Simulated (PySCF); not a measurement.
# CH9BOSi2: the cost of one run

Computed with PySCF 2.14.0, with density-fitted response routines of our own, on a single molecule in the gas phase. Atoms are numbered from 0 throughout.

## (1) Starting geometry

14 atoms, charge 0, multiplicity 1; geometry from: GFN2-xTB. The atoms were then displaced at random by about 0.01 Å, so the start is not that level's minimum.

Bonds of the start (Å): B0–C1 1.56, C1–O2 1.39, O2–Si3 1.65, Si3–Si4 2.25, B0–H5 1.20, B0–H6 1.14, C1–H7 1.10, C1–H8 1.11, Si3–H9 1.46, Si3–H10 1.50, Si4–H11 1.48, Si4–H12 1.44, Si4–H13 1.46.

## (2) Geometry optimisation at PBE0-D3(BJ)/def2-SVP

Job settings and geometry (Å):

```
{"job": {"xc": "PBE0", "basis": "def2-SVP", "d3": "d3bj", "grid": 1, "shake": 0.01, "kind": "geom"}, "charge": 0, "multiplicity": 1}
B     -2.600790     0.165670     0.223760
C     -1.571120     1.075780    -0.520400
O     -0.242680     0.917590    -0.133630
Si     0.799560    -0.324790    -0.419570
Si     2.642780     0.322620     0.705630
H     -3.745710     0.309420    -0.088900
H     -2.287180    -0.551150     1.059600
H     -1.623090     0.934260    -1.610900
H     -1.806290     2.147920    -0.343830
H      0.906030    -0.507490    -1.865870
H      0.161960    -1.608690     0.020100
H      2.423820     1.063910     1.972240
H      3.400170    -0.847730     1.067180
H      3.535370     1.167620    -0.073160
```

Started as:

```bash
$ OMP_NUM_THREADS=1 python probes_run.py task.json out
```

One launch serves the whole session: the jobs run in the order shown.

**Question.** How long does this first job take on 1 thread of Arm Neoverse V1, shared host, and how much memory does it need?

About 88 s, with a peak of 0.51 GiB.
